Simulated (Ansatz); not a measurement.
**GeAsH₃ (triplet): the correlation ladder, cc-pVDZ**

How much of the correlation energy of GeAsH₃ (triplet) does each wave-function method recover here?

Computed with Ansatz 0.2.0, Gaussian basis. Level: cc-pVDZ, core rule «outside noble gas», up to 28 orbitals frozen.

Plan: UHF; CCSD(T) on ROHF; CCSD(T) on UHF; BCCD(T) on ROHF; CISD; CCSDT(Q) on ROHF; CCSDT(Q) on UHF; CASSCF and NEVPT2, 12 electrons in 11 orbitals.

24 further runs of the same task are left out: 11 that didn't finish, 13 set aside as unsound or not needed.

## Step 1: The system

The geometry is a PBE0/def2-TZVP stationary point (not a proven minimum). No spin-orbit coupling is included. The filled d shell of Ge, As may be among the frozen orbitals whatever the setting's name suggests; the logs give the count.

5 atoms, charge 0, spin multiplicity 3.

Atoms are counted from 1 here; the program's logs count them from 0.

Bond lengths: Ge1–As2 2.414 Å, Ge1–H3 1.557 Å, As2–H4 1.522 Å, As2–H5 1.522 Å. Angles: As2–Ge1–H3 114.2°, Ge1–As2–H4 97.6°, Ge1–As2–H5 97.6°, H4–As2–H5 92.8°.

## Step 2: UHF

Contents of in.yaml:

```yaml
crystal:
  periodic: [false, false, false]
  atoms:
    - {symbol: Ge, position_ang: [0.000000, 0.064628, 1.230152]}
    - {symbol: As, position_ang: [0.000000, -0.070415, -1.180173]}
    - {symbol: H, position_ang: [0.000000, -1.317769, 1.946080]}
    - {symbol: H, position_ang: [1.101747, 0.947133, -1.438211]}
    - {symbol: H, position_ang: [-1.101747, 0.947133, -1.438211]}
basis:
  gaussian: {orbitals: cc-pVDZ}
magnetization: {spin_polarized: true, initial_magnetization: 2}
hamiltonian: {xc: hf}
output: {orbitals: {seedname: orbitals}}
```

The run is started by

```bash
$ ansatz run in.yaml --threads 1 --pin off --events-out ev --progress --plain --max-ram 2393MiB
```

After this run come: CCSD(T) on ROHF; CCSD(T) on UHF; BCCD(T) on ROHF; CISD; CCSDT(Q) on ROHF; CCSDT(Q) on UHF; CASSCF and NEVPT2, 12 electrons in 11 orbitals.

Q: Predict the results of all the runs planned. Wanted: UCCSDT(Q) below the RHF energy; RMP2 from UCCSDT(Q); UMP2 from UCCSDT(Q); RCCSD from UCCSDT(Q); RCCSD(T) from UCCSDT(Q); UCCSD(T) from UCCSDT(Q); RCCSDT(Q) from UCCSDT(Q); NEVPT2 valence from UCCSDT(Q); T1 diagnostic.

**Answer**, as computed:

```
                         quantity                                value
   UCCSDT(Q) below the RHF energy                           -6.1208 eV
              RMP2 from UCCSDT(Q)                        +121.8 kJ/mol
              UMP2 from UCCSDT(Q)                        +120.6 kJ/mol
             RCCSD from UCCSDT(Q)                         +21.8 kJ/mol
          RCCSD(T) from UCCSDT(Q)                          +4.9 kJ/mol
          UCCSD(T) from UCCSDT(Q)                          +4.0 kJ/mol
         RCCSDT(Q) from UCCSDT(Q)                          +0.9 kJ/mol
    NEVPT2 valence from UCCSDT(Q)                         +99.9 kJ/mol
levels within 1 kcal/mol (43 meV)  UCCSD(T), RCCSDT, UCCSDT, RCCSDT(Q)
                    T1 diagnostic                                0.027
   effectively unpaired electrons                                 2.03
```

In words: RCCSD(T) lands +4.9 kJ/mol from the yardstick (0.8 % of the correlation energy). One determinant dominates. These misses are within one basis, not against nature; the frozen cores of restricted and unrestricted runs differ, which can shift their rows.
